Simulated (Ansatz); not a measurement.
# BH5OSi: the cost of one run

Computed with Ansatz 0.2.0, Gaussian basis. Level: PBE0-D4/def2-TZVP structures, single points in def2-TZVPP, no counterpoise correction.

Levels: SPW92, PBE-D4, BLYP-D4, r2SCAN-D4, B97M-V, PBE0-D4, B3LYP-D4, r2SCAN0-D4, BHLYP-D4, CAM-B3LYP-D4, wB97X-V, wB97M-V, B2PLYP, PBE-QIDH, RPA on PBE, Hartree-Fock, MP2, CCSD, CCSD(T).

Correlated methods freeze the cores. B3LYP uses VWN-RPA correlation. B2PLYP carries no dispersion term here.

94 further runs of the same task are left out: 94 set aside as unsound or not needed. Runs told in other sessions of the task aren't counted.

**1. The system as given**

The complex: 11 atoms, charge 0, spin multiplicity 1.

Atoms are counted from 1 here; the program's logs count them from 0.

Bond lengths: B1–H3 1.207 Å, B1–H4 1.211 Å, B1–O6 1.413 Å, O2–H5 0.967 Å, O2–H8 0.964 Å, O6–Si7 1.637 Å, Si7–H9 1.486 Å, Si7–H10 1.489 Å, Si7–H11 1.487 Å. Angles: H3–B1–H4 117.2°, H3–B1–O6 117.6°, H4–B1–O6 115.5°, H5–O2–H8 107.3°, B1–O6–Si7 128.1°, O6–Si7–H9 107.5°, O6–Si7–H10 111.4°, O6–Si7–H11 111.3°, H9–Si7–H10 109.2°, H9–Si7–H11 108.8°, H10–Si7–H11 108.6°.

Geometry (Å):

```
B    -0.17736    0.81433   -0.63848
O     1.57666    1.02099   -0.72997
H    -0.40221    0.18682   -1.64520
H    -0.52919    1.97314   -0.61851
H     1.82874    0.88885    0.19454
O    -0.26957    0.12969    0.59471
Si   -0.82525   -1.38474    0.87066
H     1.77092    1.93896   -0.95120
H    -0.31938   -1.81210    2.20100
H    -0.34149   -2.33731   -0.16675
H    -2.31188   -1.41872    0.88909
```

Its parts: BH5OSi holds atoms 1, 3, 4, 6, 7, 9, 10, 11; H2O holds atoms 2, 5, 8. Each part counts its atoms afresh in its own runs.

**2. Relaxing BH5OSi alone**

relax-a/in.yaml reads:

```yaml
crystal:
  periodic: [false, false, false]
  atoms:
    - {symbol: B, position_ang: [-0.177355, 0.814326, -0.638478]}
    - {symbol: H, position_ang: [-0.402214, 0.186823, -1.645204]}
    - {symbol: H, position_ang: [-0.529188, 1.973141, -0.618510]}
    - {symbol: O, position_ang: [-0.269572, 0.129687, 0.594707]}
    - {symbol: Si, position_ang: [-0.825246, -1.384736, 0.870660]}
    - {symbol: H, position_ang: [-0.319381, -1.812098, 2.201003]}
    - {symbol: H, position_ang: [-0.341491, -2.337314, -0.166748]}
    - {symbol: H, position_ang: [-2.311878, -1.418723, 0.889090]}
basis:
  gaussian: {orbitals: def2-TZVP}
hamiltonian: {xc: pbe0, dispersion: d4}
relax: {f_tol: 0.005, max_steps: 200}
```

On the command line:

```console
$ ansatz run in.yaml --threads 4 --pin off --events-out ev --progress --plain --max-ram 9574MiB
```

**Question.** How long does this run take on 4 threads of Intel Xeon Platinum 8488C, shared host?

About 12 s.
